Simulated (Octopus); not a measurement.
# A workflow on SiCNClF2 (SMILES N#C[Si](F)(F)Cl), part 2 of 2

Octopus 16.4. The steps go on from the part before.

## Step 3: The polarisability at PZ81 LDA (scalar, in the pseudopotentials, pseudodojo_pbesol potentials, box margin 4 angstrom, extra states 0, frequencies ev (0) eV, grid spacing 0.19 angstrom) (run 2)

Started as:

```sh
$ OMP_NUM_THREADS=1 octopus > em_resp.log
```

Log:

```text
Version                : 16.4
************************** Calculation Mode **************************
Input: [CalculationMode = em_resp]
Input: [SpinComponents = unpolarized]
******************************* Space ********************************
Octopus will run in 3 dimension(s).
Octopus will treat the system as periodic in 0 dimension(s).
Input: [AllElectronType = no]
Input: [PseudopotentialSet = pseudodojo_pbesol]
Reading Coordinates from Coordinates block
****************************** Species *******************************
  Species 'N'
    type             : pseudopotential
    file format      : UPF2
    valence charge   : 5.0
    atomic number    :   7
    form on file     : kleinman-bylander
    lmax             : 1
    llocal           : -1
    projectors per l : 2
    total projectors : 4
    application form : kleinman-bylander
    orbitals         :  4
    bound orbitals   :  4
  Species 'C'
    type             : pseudopotential
    file format      : UPF2
    valence charge   : 4.0
    atomic number    :   6
    form on file     : kleinman-bylander
    lmax             : 1
    llocal           : -1
    projectors per l : 2
    total projectors : 4
    application form : kleinman-bylander
    orbitals         :  4
    bound orbitals   :  4
  Species 'Si'
    type             : pseudopotential
    file format      : UPF2
    valence charge   : 4.0
    atomic number    :  14
    form on file     : kleinman-bylander
    lmax             : 2
    llocal           : -1
    projectors per l : 2
    total projectors : 6
    application form : kleinman-bylander
    orbitals         :  4
    bound orbitals   :  4
  Species 'F'
    type             : pseudopotential
    file format      : UPF2
    valence charge   : 7.0
    atomic number    :   9
    form on file     : kleinman-bylander
    lmax             : 2
    llocal           : -1
    projectors per l : 2
    total projectors : 6
    application form : kleinman-bylander
    orbitals         :  4
    bound orbitals   :  4
  Species 'Cl'
    type             : pseudopotential
    file format      : UPF2
    valence charge   : 7.0
    atomic number    :  17
    form on file     : kleinman-bylander
    lmax             : 2
    llocal           : -1
    projectors per l : 2
    total projectors : 6
    application form : kleinman-bylander
    orbitals         :  4
    bound orbitals   :  4
***************************** Symmetries *****************************
Symmetry elements :
Symmetry group    : C1
Input: [CurvMethod = curv_affine]
Input: [DerivativesStencil = stencil_star]
Input: [SmearingFunction = semiconducting]
Input: [SymmetrizeDensity = no]
******************************* States *******************************
Total electronic charge  =       34.000
Number of states         =       17
States block-size        =        4
************************** Parallelization ***************************
Info: Octopus will run in *serial*
******************************** Grid ********************************
Simulation Box:
  Type = minimum
  Radius  [A] =   4.000
Main mesh:
  Spacing [A] = ( 0.190, 0.190, 0.190)    volume/point [A^3] =      0.00686
  # inner mesh =      92117
  # total mesh =     131945
  Grid Cutoff [eV] =  1041.634699    Grid Cutoff [Ry] =    76.558745
Input: [StatesPack = yes]
** Warning:
**   The XCFunctional that you selected does not match the one used
**   to generate the pseudopotentials.
Input: [StatesOrthogonalization = cholesky_serial]
**************************** Theory Level ****************************
Input: [TheoryLevel = kohn_sham]
Exchange-correlation:
  Exchange
    Slater exchange (LDA)
  Correlation
    Perdew & Zunger (Modified) (LDA)
****************************** Hartree *******************************
Input: [DressedOrbitals = no]
The chosen Poisson solver is 'interpolating scaling functions'
Input: [FilterPotentials = filter_TS]
Info: Pseudopotential for N
  Radii for localized parts:
    local part     =  1.1 A
    non-local part =  1.1 A
    orbitals       =  4.2 A
Info: Pseudopotential for C
  Radii for localized parts:
    local part     =  1.1 A
    non-local part =  1.0 A
    orbitals       =  4.8 A
Info: Pseudopotential for Si
  Radii for localized parts:
    local part     =  1.2 A
    non-local part =  1.5 A
    orbitals       =  5.8 A
Info: Pseudopotential for F
  Radii for localized parts:
    local part     =  1.2 A
    non-local part =  1.3 A
    orbitals       =  3.5 A
Info: Pseudopotential for Cl
  Radii for localized parts:
    local part     =  1.2 A
    non-local part =  1.4 A
    orbitals       =  4.2 A
Input: [RelativisticCorrection = non_relativistic]
Input: [DFTULevel = dft_u_none]
Input: [MagneticConstrain = 0]
****************** Approximate memory requirements *******************
Mesh
  global  :       1.0 MiB
  local   :       4.0 MiB
  total   :       5.0 MiB
States
  real    :      17.1 MiB (par_kpoints + par_states + par_domains)
  complex :      34.2 MiB (par_kpoints + par_states + par_domains)
Info: Generating external potential
      done.
Input: [InteractionTiming = timing_exact]
Info: Octopus initialization completed.
Info: Starting calculation mode.
Input: [EMPerturbationType = electric]
Info: Ground-state restart information will be read from 'restart/gs'.
      Block       1 contains       4 states:       1 -       4
      Block       2 contains       4 states:       5 -       8
      Block       3 contains       4 states:       9 -      12
[... 6 lines left out ...]
** Warning:
[... 11 lines left out ...]
** Warning:
[... 9 lines left out ...]
** Warning:
[... 1 line left out ...]
** Warning:
[... 1 line left out ...]
** Warning:
[... 138 lines left out ...]
Info: SCF for response converged in   15 iterations.
[... 101 lines left out ...]
Info: SCF for response converged in   16 iterations.
[... 35 lines left out ...]
    1    3            0.170065       8        0.420756E-02
[... 14 lines of this table left out ...]
SCF Residual:     0.352197E+00 (abs),     0.103587E-01 (rel)
--------------------------------------------
LR SCF Iteration:   5
Frequency:             0.000000 Eta :             0.000000
   ik  ist                norm   iters            residual
    1    1            0.113407       9        0.180922E-02
    1    2            0.105768       9        0.183106E-02
    1    3            0.163355       9        0.197809E-02
[... 14 lines of this table left out ...]
SCF Residual:     0.105846E+00 (abs),     0.311313E-02 (rel)
--------------------------------------------
LR SCF Iteration:   6
Frequency:             0.000000 Eta :             0.000000
   ik  ist                norm   iters            residual
    1    1            0.111756      10        0.192148E-03
    1    2            0.104359      10        0.181707E-03
    1    3            0.158690      10        0.694020E-03
[... 14 lines of this table left out ...]
SCF Residual:     0.252864E-01 (abs),     0.743719E-03 (rel)
--------------------------------------------
LR SCF Iteration:   7
Frequency:             0.000000 Eta :             0.000000
   ik  ist                norm   iters            residual
    1    1            0.111390       8        0.914015E-04
    1    2            0.103988       8        0.111027E-03
    1    3            0.158485       8        0.248408E-03
[... 14 lines of this table left out ...]
SCF Residual:     0.117039E-01 (abs),     0.344232E-03 (rel)
--------------------------------------------
LR SCF Iteration:   8
Frequency:             0.000000 Eta :             0.000000
   ik  ist                norm   iters            residual
    1    1            0.111233       8        0.591406E-04
    1    2            0.103813       8        0.701478E-04
    1    3            0.158448       8        0.974173E-04
[... 14 lines of this table left out ...]
SCF Residual:     0.424465E-02 (abs),     0.124843E-03 (rel)
--------------------------------------------
LR SCF Iteration:   9
Frequency:             0.000000 Eta :             0.000000
   ik  ist                norm   iters            residual
    1    1            0.111191      10        0.909597E-05
    1    2            0.103766      10        0.793154E-05
    1    3            0.158411      10        0.277742E-04
[... 14 lines of this table left out ...]
SCF Residual:     0.128204E-02 (abs),     0.377071E-04 (rel)
--------------------------------------------
LR SCF Iteration:  10
Frequency:             0.000000 Eta :             0.000000
   ik  ist                norm   iters            residual
    1    1            0.111193       9        0.558039E-05
    1    2            0.103771       9        0.587810E-05
    1    3            0.158444       9        0.126531E-04
[... 14 lines of this table left out ...]
SCF Residual:     0.645323E-03 (abs),     0.189801E-04 (rel)
--------------------------------------------
LR SCF Iteration:  11
Frequency:             0.000000 Eta :             0.000000
   ik  ist                norm   iters            residual
    1    1            0.111191      10        0.334627E-05
    1    2            0.103770      10        0.259866E-05
    1    3            0.158420      10        0.484947E-05
[... 14 lines of this table left out ...]
SCF Residual:     0.268074E-03 (abs),     0.788453E-05 (rel)
--------------------------------------------
LR SCF Iteration:  12
Frequency:             0.000000 Eta :             0.000000
   ik  ist                norm   iters            residual
    1    1            0.111191      11        0.262598E-05
    1    2            0.103771      11        0.195072E-05
    1    3            0.158419      11        0.113765E-05
[... 14 lines of this table left out ...]
SCF Residual:     0.150952E-03 (abs),     0.443977E-05 (rel)
--------------------------------------------
LR SCF Iteration:  13
Frequency:             0.000000 Eta :             0.000000
   ik  ist                norm   iters            residual
    1    1            0.111192      19        0.134093E-05
    1    2            0.103772      19        0.111707E-05
    1    3            0.158419      19        0.218464E-06
[... 14 lines of this table left out ...]
SCF Residual:     0.749493E-04 (abs),     0.220439E-05 (rel)
--------------------------------------------
LR SCF Iteration:  14
Frequency:             0.000000 Eta :             0.000000
   ik  ist                norm   iters            residual
    1    1            0.111193      16        0.971663E-06
    1    2            0.103773      16        0.824611E-06
    1    3            0.158421      16        0.150348E-06
[... 14 lines of this table left out ...]
SCF Residual:     0.232233E-04 (abs),     0.683039E-06 (rel)
--------------------------------------------
LR SCF Iteration:  15
Frequency:             0.000000 Eta :             0.000000
   ik  ist                norm   iters            residual
    1    1            0.111193       0        0.650260E-06
    1    2            0.103773       0        0.672547E-06
    1    3            0.158421       0        0.870789E-06
[... 14 lines of this table left out ...]
SCF Residual:     0.145699E-04 (abs),     0.428526E-06 (rel)
--------------------------------------------
LR SCF Iteration:  16
Frequency:             0.000000 Eta :             0.000000
   ik  ist                norm   iters            residual
    1    1            0.111193       7        0.919862E-06
    1    2            0.103774       7        0.810287E-06
    1    3            0.158421       7        0.361385E-06
[... 14 lines of this table left out ...]
SCF Residual:     0.551214E-05 (abs),     0.162122E-06 (rel)
--------------------------------------------
Info: SCF for response converged in   16 iterations.
      Total Hamiltonian applications:    3240
Info: Calculating polarizabilities.
Octopus emitted 4 warnings.
Octopus used 2 experimental features:
  Since you used one or more experimental features, results are likely
  wrong and should not  be considered as valid scientific data.  Check
  or contact the octopus developers for details.
```

Wall time 27 s (1 thread of Intel Xeon 6975P-C (Granite Rapids), shared host); peak memory 0.17 GiB.

## Step 4: Summary of results

This closing draws on all 2 parts.

| quantity | value |
| --- | --- |
| run 1, PZ81 LDA: total energy | -86.18346 Eh |
| run 1, PZ81 LDA: dipole moment | 2.20 D |
| run 1, PZ81 LDA: HOMO energy | -9.23 eV |
| run 2, PZ81 LDA: mean static polarisability | 52.4 bohr³ |
